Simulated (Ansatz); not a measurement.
# YRe3 (AuCu3 type): other levels of theory at one geometry

One table from this session's results is given with a row withheld; the runs are named, their logs left out.

Method: DFT at several levels, plane waves, PAW, in Ansatz 0.2.0.

1 further run of the same task is left out (it didn't finish). Runs told in other sessions of the task aren't counted.

## The structure to begin with

It takes space group Pm-3m (No. 221, cubic). The conventional cell has a = 4.114 Å, b = 4.114 Å, c = 4.114 Å, α = 90.00°, β = 90.00°, γ = 90.00°. Y (site symmetry m-3m) is surrounded by 12 Re at 2.91 Å. Re (site symmetry 4/mmm) has 4 Y at 2.91 Å and 8 Re at 2.91 Å in its first shell of neighbours.

Structure file:

```
CELL_PARAMETERS angstrom
4.11436 0.00000 0.00000
0.00000 4.11436 0.00000
0.00000 0.00000 4.11436
ATOMIC_POSITIONS crystal
Y 0.00000 0.00000 0.00000
Re 0.00000 0.50000 0.50000
Re 0.50000 0.50000 0.00000
Re 0.50000 0.00000 0.50000
```

An earlier run at PBE left this cell at 17.412 Å³/atom and 0.01 GPa (8×8×8 mesh), no gap.

Levels to run: PBE+SOC; r²SCAN; PBEsol; LDA. Hardware: 2 threads of Arm Neoverse V2, shared host.

Set-up of the first run:

input.yaml reads:

```yaml
crystal:
  lattice:
    - [4.1143635288, 0.0, 0.0]
    - [0.0, 4.1143635288, 0.0]
    - [0.0, 0.0, 4.1143635288]
  atoms:
    - { symbol: "Y", position: [0.0, 0.0, 0.0] }
    - { symbol: Re, position: [0.0, 0.5, 0.5] }
    - { symbol: Re, position: [0.5, 0.5, 0.0] }
    - { symbol: Re, position: [0.5, 0.0, 0.5] }
basis:
  ecutwfc: 420
  ecutrho_ratio: 4
kpoints:
  mp_grid: { grid: [8, 8, 8] }
hamiltonian:
  xc: pbe
scf:
  occupations: { method: gaussian, width: 0.05 }
output:
  forces: true
  stress: true
  eigenvalues: true
  populations: true
  dos: { projected: true, de: 0.02 }
  write_density: true
  write_potential: true
  elf: true
  volumetric_format: npy
magnetization:
  noncollinear: true
  spin_orbit: true
```

Command:

```console
$ ansatz run input.yaml --threads 2 --pin off --max-ram 2662MiB --backend cpu --events-out ev --progress --plain --runs-dir out
```

Among the steps run: PBE+SOC; r²SCAN; PBEsol; LDA.

One table of the session follows, with a row left open; its other results are not shown here.

| level | pressure (GPa) |
| --- | --- |
| PBE | 0.0 |
| LDA | -11.5 |
| PBEsol | -7.2 |
| PBE+SOC | ? |
| r²SCAN | -2.8 |

Estimate the missing values for PBE+SOC.

The run gave: pressure (GPa): 1.2. In the column «pressure (GPa)» it is the highest.

The pressure runs from -11.5 GPa (LDA) to 1.2 GPa (PBE+SOC); a negative pressure means that level wants a smaller cell, a positive one a larger cell. Total energies of different levels have different zeros and can't be compared.
